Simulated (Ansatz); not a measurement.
# BrCl2FGeH2: the cost of one run

Method: RKS PBE0-D4/def2-SVP, in Ansatz 0.2.0.

## 1. The system as given

Bond lengths: Ge1–F2 2.030 Å, Ge1–Cl3 2.220 Å, Ge1–H4 1.549 Å, Ge1–Cl5 2.218 Å, Ge1–Br6 2.700 Å, Br6–H7 1.778 Å. Angles: F2–Ge1–Cl3 109.5°, F2–Ge1–H4 109.5°, F2–Ge1–Cl5 109.5°, F2–Ge1–Br6 71.6°, Cl3–Ge1–H4 109.5°, Cl3–Ge1–Cl5 109.5°, Cl3–Ge1–Br6 67.2°, H4–Ge1–Cl5 109.5°, H4–Ge1–Br6 176.6°, Cl5–Ge1–Br6 72.8°, Ge1–Br6–H7 57.7°.

Coordinates:

```xyz
7

Ge    0.0000    0.0000    0.0000
F     0.0000    0.0000    2.0300
Cl    2.0935    0.0000   -0.7393
H    -0.7300    1.2648   -0.5162
Cl   -1.0456   -1.8115   -0.7393
Br    1.4092   -2.1399    0.8514
H     0.6522   -0.9904    1.9769
```

## 2. Pulling towards end A

Springs on the bonds that form and break draw the guess towards this end; the thresholds are loose.

Contents of input.yaml:

```yaml
crystal:
  periodic: [false, false, false]
  atoms:
    - { symbol: Ge, position_ang: [0.0, 0.0, 0.0] }
    - { symbol: F, position_ang: [0.0, 0.0, 2.03] }
    - { symbol: Cl, position_ang: [2.0935, 0.0, -0.7393] }
    - { symbol: H, position_ang: [-0.73, 1.2648, -0.5162] }
    - { symbol: Cl, position_ang: [-1.0456, -1.8115, -0.7393] }
    - { symbol: Br, position_ang: [1.4092, -2.1399, 0.8514] }
    - { symbol: H, position_ang: [0.6522, -0.9904, 1.9769] }
basis:
  gaussian: { orbitals: def2-SVP }
hamiltonian:
  xc: pbe0
  dispersion: d4
relax:
  f_tol: 0.15
  max_steps: 25
  restrain:
    - { distance: [0, 5], at: 3.6, k: 30.0 }
    - { distance: [6, 1], at: 2.12, k: 30.0 }
    - { distance: [0, 1], at: 1.68, k: 30.0 }
    - { distance: [6, 5], at: 1.55, k: 30.0 }
```

Command:

```console
$ ansatz run input.yaml --threads 4 --pin off --max-ram 5120MiB --backend cpu --events-out ev --progress --plain --runs-dir out
```

Q: Estimate wall time and peak memory on 4 threads of AMD EPYC 7B13 (Zen 3), shared host.

About 16 s, with a peak of 0.4 GiB.
